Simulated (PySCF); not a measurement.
# CClF3O2S (CF3SO2Cl): the cost of one run

Programs: PySCF 2.14.0, with density-fitted response routines of our own. Each step states its level of theory. These are calculated values for one molecule in the gas phase, unless marked as measured. Atoms count from 0, in the outputs and in this text.

## Step 1: The starting structure

8 atoms, charge 0, multiplicity 1; geometry from: GFN2-xTB.

Bonds of the start (Å): O0–S1 1.42, S1–O2 1.42, S1–Cl3 2.01, S1–C4 1.87, C4–F5 1.32, C4–F6 1.32, C4–F7 1.32.

## Step 2: Geometry optimisation at PBE0-D3(BJ)/def2-SVP

The job: settings as JSON, then the geometry in Å.

```
{"job": {"xc": "PBE0", "basis": "def2-SVP", "d3": "d3bj", "grid": 1, "kind": "geom"}, "charge": 0, "multiplicity": 1}
O      1.442363    -0.251621     1.303390
S      0.943499    -0.126371    -0.016946
O      1.298319    -1.063193    -1.019095
Cl     1.315630     1.726529    -0.687863
C     -0.927309    -0.072366     0.080300
F     -1.340729    -1.247208     0.512624
F     -1.298078     0.874422     0.919761
F     -1.424638     0.169220    -1.116736
```

Command:

```bash
$ OMP_NUM_THREADS=1 python probes_run.py task.json out
```

The driver reads the jobs from task.json and runs them one after another.

**Question.** How long does this first job take on 1 thread of Arm Neoverse V2, shared host, and how much memory does it need?

About 50 s, with a peak of 0.51 GiB.
